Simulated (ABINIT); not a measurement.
Wanted: the native input for an ABINIT 10.8.3 (patched build) run.

| Item | Value |
| --- | --- |
| Task | equation of state |
| Functional | PBEsol |
| Potentials or basis | PseudoDojo NC SR PBEsol v0.4.1 standard |
| Cutoff | 1170 eV |
| k mesh | 6 × 6 × 6 |
| Occupations | fermi-dirac, width 0.05 eV |
| Spin | no spin polarisation |

The system is Ga3Se.

```
Se Ga
1.0
     4.43246    0.00000    0.00000
     0.00000    4.43246    0.00000
     0.00000    0.00000    4.43246
Se Ga
1 3
Direct
  0.00000 0.00000 0.00000
  0.50000 0.50000 0.00000
  0.50000 0.00000 0.50000
  0.00000 0.50000 0.50000
```

The cell comes from a database or a generator and needn't be the stable form of this composition.

The input as run:

run.abi

```
ndtset 7
getwfk -1
scalecart1 3*0.9795861087
scalecart2 3*0.9864848297
scalecart3 3*0.9932883884
scalecart4 3*1.0000000000
scalecart5 3*1.0066227096
scalecart6 3*1.0131594038
scalecart7 3*1.0196128224

pp_dirpath "./"
pseudos "Se.upf, Ga.upf"

acell 3*1.0 Angstrom
rprim
     4.4324650000     0.0000000000     0.0000000000
     0.0000000000     4.4324650000     0.0000000000
     0.0000000000     0.0000000000     4.4324650000
ntypat 2
znucl 34 31
natom 4
typat 1 2 2 2
xred
     0.0000000000     0.0000000000     0.0000000000
     0.5000000000     0.5000000000     0.0000000000
     0.5000000000     0.0000000000     0.5000000000
     0.0000000000     0.5000000000     0.5000000000

ecut 1170.089609 eV

kptopt 1
ngkpt 6 6 6
nshiftk 1
shiftk 0.0 0.0 0.0

ixc -116133

nband 33
occopt 3
tsmear 0.05 eV

nstep 100
tolvrs 1.0e-10

iomode 3
prtwf 1
prtden 0
prteig 0
prtebands 0
```

Potentials or basis: PseudoDojo NC SR PBEsol v0.4.1 standard.

Launch:

```sh
$ abinit run.abi > log 2>&1
```

It gave:

| Property | Result |
| --- | --- |
| Equilibrium volume | 19.96 Å³/atom (rough: see the caveat) |
| Bulk modulus | 51 GPa (rough) |

Caveat: pressures at fixed basis lie under the slope of the energies; the minimum lies outside the volumes run.

It took 21 min on 1 thread of Arm Neoverse V1, with other jobs on the host, peak memory 0.21 GiB.
